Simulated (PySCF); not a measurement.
# C5H5BO2: runs on many settings

Aim: see how C5H5BO2 (`C#CC#CCB(O)O`) answers to the choice of functional, basis, grid and SCF options.

The runs use PySCF 2.14.0, with density-fitted response routines of our own; the level of theory stands in each step. All values are computed, except where a source is named. Atoms count from 0, in the outputs and in this text.

**1. Starting geometry**

13 atoms, charge 0, multiplicity 1; geometry from: GFN2-xTB.

Bonds of the start (Å): C0–C1 1.20, C1–C2 1.36, C2–C3 1.21, C3–C4 1.44, C4–B5 1.61, B5–O6 1.35, B5–O7 1.36, C0–H8 1.05, C4–H9 1.09, C4–H10 1.09, O6–H11 0.96, O7–H12 0.96.

**2. Nuclear shieldings: PBE0/pcSseg-1**

Job settings and geometry (Å):

```
{"job": {"kind": "nmr", "xc": "PBE0", "basis": "pcSseg-1"}, "charge": 0, "multiplicity": 1}
C      3.856764     0.598752    -1.017835
C      2.733428     0.185788    -0.882667
C      1.462132    -0.265505    -0.716631
C      0.341968    -0.704831    -0.605369
C     -1.014120    -1.137274    -0.384468
B     -1.758163    -0.272932     0.758355
O     -3.032777    -0.590690     1.054441
O     -1.162085     0.746637     1.423771
H      4.836233     0.949359    -1.143734
H     -1.014780    -2.193331    -0.102177
H     -1.572683    -1.064166    -1.321337
H     -3.425140    -0.048492     1.740011
H     -0.255166     0.935925     1.179912
```

Method: GIAO PBE0/pcSseg-1 NMR shielding, non-relativistic, gas phase.

On the command line:

```sh
> OMP_NUM_THREADS=1 python probes_run.py task.json out
```

This one command runs all jobs of the session in turn.

The log of the run:

```text
coarse grid: 11792 points
cycle   1  E = -368.1533627167  dE =  1.338e+00  |g| = 8.819e-01  |ddm| = 3.699e+00
cycle   2  E = -368.0553435229  dE =  9.802e-02  |g| = 1.169e+00  |ddm| = 1.524e+00
cycle   3  E = -368.2928848588  dE = -2.375e-01  |g| = 1.383e-01  |ddm| = 9.080e-01
cycle   4  E = -368.2957656959  dE = -2.881e-03  |g| = 8.431e-02  |ddm| = 1.790e-01
cycle   5  E = -368.2975461859  dE = -1.780e-03  |g| = 2.049e-02  |ddm| = 7.834e-02
cycle   6  E = -368.2976505586  dE = -1.044e-04  |g| = 3.629e-03  |ddm| = 1.904e-02
cycle   7  E = -368.2976525754  dE = -2.017e-06  |g| = 2.043e-03  |ddm| = 3.761e-03
final grid: 116528 points
cycle   8  E = -368.3644657361  dE = -3.539e-05  |g| = 8.889e-03  |ddm| = 9.362e-02
cycle   9  E = -368.3644396093  dE =  2.613e-05  |g| = 1.409e-02  |ddm| = 1.625e-02
cycle  10  E = -368.3644804864  dE = -4.088e-05  |g| = 2.783e-03  |ddm| = 1.054e-02
cycle  11  E = -368.3644824613  dE = -1.975e-06  |g| = 4.660e-04  |ddm| = 2.304e-03
cycle  12  E = -368.3644825035  dE = -4.220e-08  |g| = 1.076e-04  |ddm| = 4.058e-04
cycle  13  E = -368.3644825052  dE = -1.745e-09  |g| = 5.400e-05  |ddm| = 1.086e-04
cycle  14  E = -368.3644825058  dE = -5.984e-10  |g| = 1.897e-05  |ddm| = 5.548e-05
converged SCF energy = -368.3644825058

GIAO shielding tensors (ppm)
atom      isotropic    diamagn.    paramagn.     s11        s22        s33       span
  0 C      116.485     262.679    -146.194     38.699     39.396    271.361    232.662
  1 C      112.980     248.657    -135.677     24.134     24.204    290.603    266.470
  2 C      114.114     246.590    -132.476     37.168     37.511    267.664    230.495
  3 C      104.300     265.093    -160.793      2.087     12.631    298.180    296.093
  4 C      179.952     258.205     -78.254    165.342    174.096    200.418     35.077
  5 B       72.972     193.199    -120.226     61.209     63.284     94.424     33.215
  6 O      221.757     382.064    -160.307    118.803    261.704    284.765    165.962
  7 O      205.870     390.715    -184.846     80.254    249.086    288.269    208.015
  8 H       30.580      34.261      -3.681     25.046     25.122     41.573     16.528
  9 H       29.727      28.907       0.820     24.093     28.841     36.247     12.154
 10 H       29.720      29.477       0.243     24.086     28.835     36.237     12.151
 11 H       27.404      28.899      -1.494     21.427     22.912     37.874     16.446
 12 H       26.179      33.374      -7.195     18.744     25.178     34.614     15.870
```

Wall time 12 s (1 thread of AMD EPYC 9R14, shared host); peak memory 0.73 GiB.

The references, computed at this level on geometries of the same kind, shield at (ppm): 1H TMS 31.72, 13C TMS 186.9, 17O H2O 336.1, 11B BF3·OEt2 100.1. Their shielding less the atom's gives the shift. The references are single molecules in the gas phase, so shifts against H2O, NH3, PH3, H3PO4 or CFCl3 are not on the usual liquid scales and can be off by tens of ppm. Atoms listed in one row are averaged.

| atoms | environment | σ (ppm) | δ (ppm) | δ scaled to CDCl3 |
| --- | --- | --- | --- | --- |
| C3 | alkyne carbon | 104.3 | 82.6 | 78.7 |
| C1 | alkyne carbon | 113.0 | 73.9 | 70.3 |
| C2 | alkyne carbon | 114.1 | 72.8 | 69.1 |
| C0 | terminal alkyne carbon | 116.5 | 70.4 | 66.8 |
| C4 | propargylic sp3 CH2 bonded to B | 180.0 | 7.0 | 4.9 |
| H11, H12 | hydrogen on an oxygen bonded to B | 26.79 | 4.93 | – |
| H9, H10 | hydrogen on a propargylic sp3 CH2 bonded to B | 29.72 | 1.99 | 1.98 |
| H8 | hydrogen on a terminal alkyne carbon | 30.58 | 1.14 | 1.18 |
| B5 | boron bonded to C, 2 O | 73.0 | 27.1 | – |
| O6, O7 | oxygen bonded to B, H | 213.8 | 122.3 | – |

The scaled column applies a straight-line fit of computed shieldings to shifts measured in CDCl3 (root-mean-square error 0.16 ppm for H, 1.9 ppm for C).

Charges from the same density, by scheme (e):

| atoms | Mulliken | IAO | Hirshfeld | ESP fit |
| --- | --- | --- | --- | --- |
| C0 | -0.40 | -0.21 | -0.09 | -0.48 |
| C1 | 0.22 | -0.03 | -0.05 | 0.23 |
| C2 | 0.03 | -0.10 | -0.06 | -0.31 |
| C3 | -0.15 | 0.01 | -0.01 | 0.15 |
| C4 | -0.40 | -0.46 | -0.12 | -0.58 |
| B5 | 0.57 | 0.54 | 0.26 | 0.82 |
| O6, O7 | -0.40 | -0.55 | -0.26 | -0.75 |

Mayer bond orders: C0–C1 2.26, C1–C2 0.97, C2–C3 2.18, C3–C4 1.18, C4–B5 0.87, B5–O6 1.26, B5–O7 1.27.

**3. Ultraviolet spectrum: PBE0/def2-SVPD**

The job, as its differences from that of step 2:

```diff
@@ -1,2 +1,2 @@
-{"job": {"kind": "nmr", "xc": "PBE0", "basis": "pcSseg-1"}, "charge": 0, "multiplicity": 1}
+{"job": {"kind": "uv", "xc": "PBE0", "basis": "def2-SVPD", "nstates": 6, "ntriplets": 2}, "charge": 0, "multiplicity": 1}
 C      3.856764     0.598752    -1.017835
```

Method: TDDFT PBE0/def2-SVPD, vertical, gas phase, core orbitals frozen in the response.

The log of the run:

```text
coarse grid: 11792 points
cycle   1  E = -367.9487922204  dE =  1.273e+00  |g| = 8.365e-01  |ddm| = 1.889e+01
cycle   2  E = -367.8334507211  dE =  1.153e-01  |g| = 1.156e+00  |ddm| = 4.641e+00
cycle   3  E = -368.0828279421  dE = -2.494e-01  |g| = 1.294e-01  |ddm| = 1.471e+00
cycle   4  E = -368.0853151384  dE = -2.487e-03  |g| = 8.031e-02  |ddm| = 5.230e-01
cycle   5  E = -368.0869362274  dE = -1.621e-03  |g| = 2.215e-02  |ddm| = 1.935e-01
cycle   6  E = -368.0870657033  dE = -1.295e-04  |g| = 3.404e-03  |ddm| = 1.052e-01
cycle   7  E = -368.0870675304  dE = -1.827e-06  |g| = 1.939e-03  |ddm| = 1.402e-02
final grid: 116528 points
cycle   8  E = -368.1530305574  dE = -3.433e-05  |g| = 8.465e-03  |ddm| = 3.938e-01
cycle   9  E = -368.1530052385  dE =  2.532e-05  |g| = 1.355e-02  |ddm| = 6.250e-02
cycle  10  E = -368.1530448574  dE = -3.962e-05  |g| = 2.639e-03  |ddm| = 2.254e-02
cycle  11  E = -368.1530466819  dE = -1.825e-06  |g| = 4.466e-04  |ddm| = 5.651e-03
cycle  12  E = -368.1530467235  dE = -4.165e-08  |g| = 1.008e-04  |ddm| = 1.885e-03
cycle  13  E = -368.1530467251  dE = -1.506e-09  |g| = 5.290e-05  |ddm| = 3.496e-04
cycle  14  E = -368.1530467257  dE = -6.090e-10  |g| = 2.013e-05  |ddm| = 2.337e-04
converged SCF energy = -368.1530467257

Static polarisability (au): isotropic 84.851, principal 50.613 60.985 142.953

Singlet excitations
state   eV       nm        f      main configurations
  1   4.7861    259.1   0.00001   H->L 0.65, H-1->L+1 0.34
  2   4.9960    248.2   0.00077   H->L+1 0.50, H-1->L 0.49
  3   4.9999    248.0   0.00066   H-1->L+1 0.65, H->L 0.34
  4   6.3211    196.1   0.00077   H->L+2 0.93
  5   6.3892    194.1   0.00027   H-1->L+2 0.92
  6   7.2141    171.9   0.02212   H->L+3 0.87

Triplet excitations (Tamm-Dancoff, eV): 3.8321 4.2401
```

Wall time 17 s (1 thread of AMD EPYC 9R14, shared host); peak memory 0.84 GiB.

The orbitals next to the gap, with their largest atomic shares:

| orbital | eV | atoms |
| --- | --- | --- |
| HOMO−3 | -9.70 | C1 22 %, C0 15 %, C4 14 % |
| HOMO−2 | -9.67 | O6 43 %, O7 40 %, B5 7 % |
| HOMO−1 | -7.31 | C0 25 %, C3 24 %, C2 21 % |
| HOMO | -7.25 | C0 24 %, C3 22 %, C2 20 % |
| LUMO | -0.57 | C0 25 %, C3 21 %, C1 20 % |
| LUMO+1 | -0.55 | C0 25 %, C3 21 %, C1 20 % |
| LUMO+2 | -0.02 | B5 46 %, O6 11 %, O7 9 % |

With each of the 6 states as a Gaussian band of 0.4 eV half-width at 1/e, the curve within the window shown has maxima at 248 nm (ε 58), 172 nm (ε 900) L/(mol cm). Beyond the last state computed it falls off for lack of states. The curve at chosen wavelengths:

nm, ε (L/mol/cm) and a bar:
```
      165        510 ##################
      170        862 ##############################
      175        808 ############################
      181        399 ##############
      186        158 #####
      191         70 ##
      196         48 ##
      202         33 #
      207         20 #
      212         10 
      217          6 
      223          9 
      228         18 #
      233         30 #
      238         44 #
      244         56 ##
      249         58 ##
      254         54 ##
      259         44 ##
      265         31 #
      270         21 #
      275         13 
      280          8 
      286          4 
      291          2 
      296          1
```

Ground-state properties from the same run:

```csv
property,computed
dipole moment (D),0.53
polarisability (Å³),12.57
HOMO–LUMO gap (eV),6.68
−ε(HOMO) (eV),7.25
```

**4. Shielding tensors: PBE/def2-SVP**

The job, as its differences from that of step 3:

```diff
@@ -1,2 +1,2 @@
-{"job": {"kind": "uv", "xc": "PBE0", "basis": "def2-SVPD", "nstates": 6, "ntriplets": 2}, "charge": 0, "multiplicity": 1}
+{"job": {"kind": "nmr", "xc": "PBE", "basis": "def2-SVP", "pop": true, "scf": {"damp": 0.9, "max_cycle": 53}}, "charge": 0, "multiplicity": 1}
 C      3.856764     0.598752    -1.017835
```

Method: GIAO PBE/def2-SVP NMR shielding, non-relativistic, gas phase.

The log of the run:

```text
damping 0.90 in the first 6 cycles
final grid: 116528 points
cycle   1  E = -367.8915232582  dE =  1.154e+00  |g| = 1.039e+00  |ddm| = 4.608e+00
cycle   2  E = -367.9838007130  dE = -9.228e-02  |g| = 7.823e-01  |ddm| = 2.054e-01
cycle   3  E = -368.0369888459  dE = -5.319e-02  |g| = 5.895e-01  |ddm| = 1.609e-01
cycle   4  E = -368.0676108962  dE = -3.062e-02  |g| = 4.458e-01  |ddm| = 1.259e-01
cycle   5  E = -368.0853220314  dE = -1.771e-02  |g| = 3.392e-01  |ddm| = 9.854e-02
cycle   6  E = -368.0585995540  dE =  2.672e-02  |g| = 5.187e-01  |ddm| = 8.481e-01
cycle   7  E = -367.9672571544  dE =  9.134e-02  |g| = 8.836e-01  |ddm| = 1.123e+00
cycle   8  E = -368.1093944371  dE = -1.421e-01  |g| = 8.840e-02  |ddm| = 6.548e-01
cycle   9  E = -368.1107033101  dE = -1.309e-03  |g| = 5.251e-02  |ddm| = 1.177e-01
cycle  10  E = -368.1113995243  dE = -6.962e-04  |g| = 1.330e-02  |ddm| = 5.471e-02
cycle  11  E = -368.1114275539  dE = -2.803e-05  |g| = 8.633e-03  |ddm| = 1.725e-02
cycle  12  E = -368.1114478415  dE = -2.029e-05  |g| = 2.520e-03  |ddm| = 9.046e-03
cycle  13  E = -368.1114495136  dE = -1.672e-06  |g| = 4.389e-04  |ddm| = 2.335e-03
cycle  14  E = -368.1114495562  dE = -4.253e-08  |g| = 1.657e-04  |ddm| = 5.552e-04
cycle  15  E = -368.1114495609  dE = -4.733e-09  |g| = 8.036e-05  |ddm| = 1.805e-04
cycle  16  E = -368.1114495620  dE = -1.133e-09  |g| = 2.699e-05  |ddm| = 8.816e-05
cycle  17  E = -368.1114495622  dE = -1.619e-10  |g| = 6.040e-06  |ddm| = 2.858e-05
converged SCF energy = -368.1114495622

GIAO shielding tensors (ppm)
atom      isotropic    diamagn.    paramagn.     s11        s22        s33       span
  0 C      131.459     261.863    -130.404     61.335     62.247    270.795    209.459
  1 C      126.026     251.723    -125.698     44.736     45.042    288.299    243.562
  2 C      127.775     257.576    -129.801     56.737     58.019    268.570    211.832
  3 C      116.453     260.914    -144.461     24.483     32.422    292.453    267.970
  4 C      185.309     258.373     -73.064    171.268    178.796    205.863     34.594
  5 B       81.774     207.554    -125.781     71.989     74.033     99.299     27.311
  6 O      230.728     371.696    -140.968    129.908    261.669    300.608    170.700
  7 O      214.664     386.064    -171.400     88.523    254.890    300.581    212.057
  8 H       31.003      36.278      -5.275     25.654     25.720     41.637     15.983
  9 H       29.880      29.224       0.656     24.562     29.125     35.953     11.391
 10 H       29.873      30.036      -0.164     24.555     29.120     35.943     11.389
 11 H       27.523      28.095      -0.572     22.277     23.252     37.041     14.764
 12 H       26.390      34.627      -8.237     19.381     26.054     33.735     14.354
```

Wall time 17 s (1 thread of AMD EPYC 9R14, shared host); peak memory 0.65 GiB.

Despite heavy damping, the SCF converged in 17 cycles.

This run: δ C3 75.7, C1 66.1, C2 64.4, C0 60.7, H11 4.72, H9 1.80 ppm (means over like atoms).

**5. TDDFT and polarisability: B3LYP/def2-SVPD in acetone**

The job, as its differences from that of step 4:

```diff
@@ -1,2 +1,2 @@
-{"job": {"kind": "nmr", "xc": "PBE", "basis": "def2-SVP", "pop": true, "scf": {"damp": 0.9, "max_cycle": 53}}, "charge": 0, "multiplicity": 1}
+{"job": {"kind": "uv", "xc": "B3LYP", "basis": "def2-SVPD", "solvent": "acetone", "nstates": 1, "ntriplets": 5, "tda": false}, "charge": 0, "multiplicity": 1}
 C      3.856764     0.598752    -1.017835
```

Level: TDDFT B3LYP/def2-SVPD, vertical, IEF-PCM acetone (non-equilibrium linear response), core orbitals frozen in the response.

The log of the run:

```text
coarse grid: 11792 points
cycle   1  E = -368.3597119098  dE =  1.239e+00  |g| = 9.179e-01  |ddm| = 2.691e+01
cycle   2  E = -368.1657871163  dE =  1.939e-01  |g| = 1.374e+00  |ddm| = 6.510e+00
cycle   3  E = -368.5195949495  dE = -3.538e-01  |g| = 1.269e-01  |ddm| = 1.832e+00
cycle   4  E = -368.5226721689  dE = -3.077e-03  |g| = 5.660e-02  |ddm| = 7.259e-01
cycle   5  E = -368.5232956003  dE = -6.234e-04  |g| = 3.016e-02  |ddm| = 2.041e-01
cycle   6  E = -368.5235338344  dE = -2.382e-04  |g| = 3.737e-03  |ddm| = 1.109e-01
cycle   7  E = -368.5235366383  dE = -2.804e-06  |g| = 1.415e-03  |ddm| = 1.560e-02
final grid: 116528 points
cycle   8  E = -368.6040388738  dE = -5.033e-05  |g| = 4.713e-03  |ddm| = 3.798e-01
cycle   9  E = -368.6040335728  dE =  5.301e-06  |g| = 6.636e-03  |ddm| = 4.045e-02
cycle  10  E = -368.6040439425  dE = -1.037e-05  |g| = 1.630e-03  |ddm| = 1.510e-02
cycle  11  E = -368.6040445946  dE = -6.521e-07  |g| = 2.216e-04  |ddm| = 4.058e-03
cycle  12  E = -368.6040446035  dE = -8.917e-09  |g| = 1.337e-04  |ddm| = 1.134e-03
cycle  13  E = -368.6040446073  dE = -3.728e-09  |g| = 3.696e-05  |ddm| = 4.554e-04
cycle  14  E = -368.6040446075  dE = -2.917e-10  |g| = 9.760e-06  |ddm| = 2.216e-04
converged SCF energy = -368.6040446075

Static polarisability (au): isotropic 112.488, principal 67.627 79.373 190.463

Singlet excitations
state   eV       nm        f      main configurations
  1   4.7736    259.7   0.00004   H->L 0.79, H-1->L+1 0.20

Triplet excitations (Tamm-Dancoff, eV): 3.9231 4.2803 4.2824 4.8057 6.0996
```

Wall time 15 s (1 thread of AMD EPYC 9R14, shared host); peak memory 0.93 GiB.

In short: HOMO -7.05 eV, LUMO -0.78 eV; lowest singlet 4.77 eV.

**6. Ultraviolet spectrum: OLYP/IGLO-II**

The job, as its differences from that of step 5:

```diff
@@ -1,2 +1,2 @@
-{"job": {"kind": "uv", "xc": "B3LYP", "basis": "def2-SVPD", "solvent": "acetone", "nstates": 1, "ntriplets": 5, "tda": false}, "charge": 0, "multiplicity": 1}
+{"job": {"kind": "uv", "xc": "OLYP", "basis": "IGLO-II", "nstates": 1, "ntriplets": 2, "tda": false, "grid": 3}, "charge": 0, "multiplicity": 1}
 C      3.856764     0.598752    -1.017835
```

Method: TDDFT OLYP/IGLO-II, vertical, gas phase, core orbitals frozen in the response.

The log of the run:

```text
coarse grid: 11792 points
cycle   1  E = -368.5868378951  dE =  1.208e+00  |g| = 1.096e+00  |ddm| = 3.369e+00
cycle   2  E = -368.1262475081  dE =  4.606e-01  |g| = 1.892e+00  |ddm| = 2.433e+00
cycle   3  E = -368.7987144746  dE = -6.725e-01  |g| = 2.684e-01  |ddm| = 1.876e+00
cycle   4  E = -368.8056474060  dE = -6.933e-03  |g| = 2.001e-01  |ddm| = 2.832e-01
cycle   5  E = -368.8148750287  dE = -9.228e-03  |g| = 8.383e-02  |ddm| = 1.672e-01
cycle   6  E = -368.8165838483  dE = -1.709e-03  |g| = 2.817e-02  |ddm| = 6.089e-02
cycle   7  E = -368.8167545272  dE = -1.707e-04  |g| = 1.215e-02  |ddm| = 2.239e-02
cycle   8  E = -368.8167930845  dE = -3.856e-05  |g| = 2.156e-03  |ddm| = 7.790e-03
cycle   9  E = -368.8167939607  dE = -8.762e-07  |g| = 8.077e-04  |ddm| = 1.740e-03
final grid: 161840 points
cycle  10  E = -368.8128075867  dE = -2.020e-04  |g| = 1.703e-02  |ddm| = 3.605e-02
cycle  11  E = -368.8126948723  dE =  1.127e-04  |g| = 3.015e-02  |ddm| = 2.579e-02
cycle  12  E = -368.8128511011  dE = -1.562e-04  |g| = 3.272e-03  |ddm| = 1.818e-02
cycle  13  E = -368.8128512942  dE = -1.932e-07  |g| = 3.057e-03  |ddm| = 3.725e-03
cycle  14  E = -368.8128537918  dE = -2.498e-06  |g| = 5.475e-04  |ddm| = 2.082e-03
cycle  15  E = -368.8128538476  dE = -5.585e-08  |g| = 3.514e-04  |ddm| = 5.620e-04
cycle  16  E = -368.8128538798  dE = -3.219e-08  |g| = 5.511e-05  |ddm| = 2.241e-04
cycle  17  E = -368.8128538805  dE = -7.055e-10  |g| = 1.370e-05  |ddm| = 4.209e-05
converged SCF energy = -368.8128538805

Static polarisability (au): isotropic 77.699, principal 38.648 50.485 143.962

Singlet excitations
state   eV       nm        f      main configurations
  1   4.7534    260.8   0.00009   H->L 0.81, H-1->L+1 0.18

Triplet excitations (Tamm-Dancoff, eV): 3.8426 4.2677
```

Wall time 21 s (1 thread of AMD EPYC 9R14, shared host); peak memory 0.7 GiB.

This run: HOMO -5.92 eV, LUMO -1.20 eV; lowest singlet 4.75 eV.

**7. Run by run: NMR shifts**

Shifts (ppm) of some atoms, chosen among heavy atoms and hydrogens apart, means over like atoms, with basis size and wall time:

```csv
run,C3,C1,C2,C0,H11,H8,O6,functions,time
PBE0/pcSseg-1,82.6,73.9,72.8,70.4,4.93,1.14,122.3,161,12 s
PBE/def2-SVP,75.7,66.1,64.4,60.7,4.72,0.68,120.2,137,17 s
```

**8. Side by side: electronic excitations**

Excitations and ground-state properties, with basis size and wall time:

```
                       run  lowest singlet (eV)  brightest (eV)      f  gap (eV)  α (Å³)  μ (D)  functions  time
            PBE0/def2-SVPD                 4.79            7.21  0.022      6.68   12.57   0.53        206  17 s
B3LYP/def2-SVPD in acetone                 4.77            4.77  0.000      6.27   16.67   0.73        206  15 s
              OLYP/IGLO-II                 4.75            4.75  0.000      4.73   11.51   0.80        206  21 s
```

**9. Summary of results**

```
                                                               quantity                            value
                                 13C shifts against TMS (PBE0/pcSseg-1)  82.6, 73.9, 72.8, 70.4, 7.0 ppm
 1H shifts against TMS (PBE0/pcSseg-1, means over atoms taken as alike)             4.93, 1.99, 1.14 ppm
                            11B shifts against BF3·OEt2 (PBE0/pcSseg-1)                         27.1 ppm
17O shifts against H2O (PBE0/pcSseg-1, means over atoms taken as alike)                        122.3 ppm
                                        lowest singlet (PBE0/def2-SVPD)      4.79 eV (259 nm), f = 0.000
                               brightest single state of those computed      state 6, 7.21 eV, f = 0.022
                                                         lowest triplet                          3.83 eV
                                               range of the shift of C0                 60.7 to 70.4 ppm
                                            range of the lowest singlet                  4.75 to 4.79 eV
```

Single values in the summary come from the first sound run of each kind (PBE0/pcSseg-1; PBE0/def2-SVPD), which need not be the best level. At PBE0/pcSseg-1: The widest tensor belongs to C3: span 296 ppm, with a paramagnetic part of -161 ppm. The first singlet state (HOMO→LUMO 0.65, HOMO−1→LUMO+1 0.34) lies at 4.79 eV and is dark; of the 6 states computed, the strongest absorption comes from state 6 at 7.21 eV (the last computed, so partners may be missing). The lowest triplet lies 0.95 eV below the lowest singlet (triplets in Tamm-Dancoff, singlets in full TDDFT). Among the atoms with a shift in every run: Across the 2 runs the shift of C0 moves most, between 60.7 (PBE/def2-SVP) and 70.4 ppm (PBE0/pcSseg-1). The lowest singlet runs from 4.75 eV (OLYP/IGLO-II) to 4.79 eV (PBE0/def2-SVPD), while the orbital gap spans 4.73 to 6.68 eV. The lowest state need not be the same one in every run. The runs solved for a few states only, so the brightest column depends on that window.
